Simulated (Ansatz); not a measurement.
The system is HPbNO4.

```
CELL_PARAMETERS angstrom
4.27531 -0.00040 0.00636
-2.08399 5.20775 -0.04907
-2.12377 -1.86574 4.91491
ATOMIC_POSITIONS crystal
H 0.99073 0.03330 0.90994
Pb 0.50274 0.81989 0.14287
N 0.00838 0.47408 0.50265
O 0.99816 0.92741 0.02877
O 0.19467 0.73435 0.60852
O 0.81673 0.35882 0.24556
O 0.01381 0.33121 0.65217
```

The cell was built by a generator and needn't be a form met in nature.

Base run:

| Property | Result |
| --- | --- |
| Program | Ansatz 0.2.0 |
| Functional | RPBE |
| Potentials or basis | Ansatz PAW |
| Cutoff | 420 eV (not typed: the program's choice for these potentials) |
| k mesh | 8 × 6 × 6 |
| Occupations | fermi-dirac, width 0.05 eV |
| Spin | no spin polarisation |

Its results: band gap on the k mesh 2.86 eV, indirect (least direct gap 3.19 eV); pressure 2.4 GPa; largest force 0.327 eV/Å.

Q: The run is repeated on the same cell with these changes: functional from RPBE to r2SCAN; cutoff from 420 eV (not typed: the program's choice for these potentials) to 500 eV (not typed: the program's choice for these potentials). What comes out?

A: Band gap on the k mesh 3.17 eV, indirect (least direct gap 3.50 eV); pressure -3.0 GPa; largest force 0.658 eV/Å.

r2SCAN gives the wider gap, since meta-GGAs in the generalised Kohn-Sham scheme recover part of the derivative discontinuity.

Caveats: spin-orbit coupling is left out, which as a rule narrows the gap of such compounds by several tenths of an eV; the PAW data sets come from PBE, with cores solved anew for the run's functional, which leaves a small shift of forces and pressure.

A k mesh can miss the band edges.
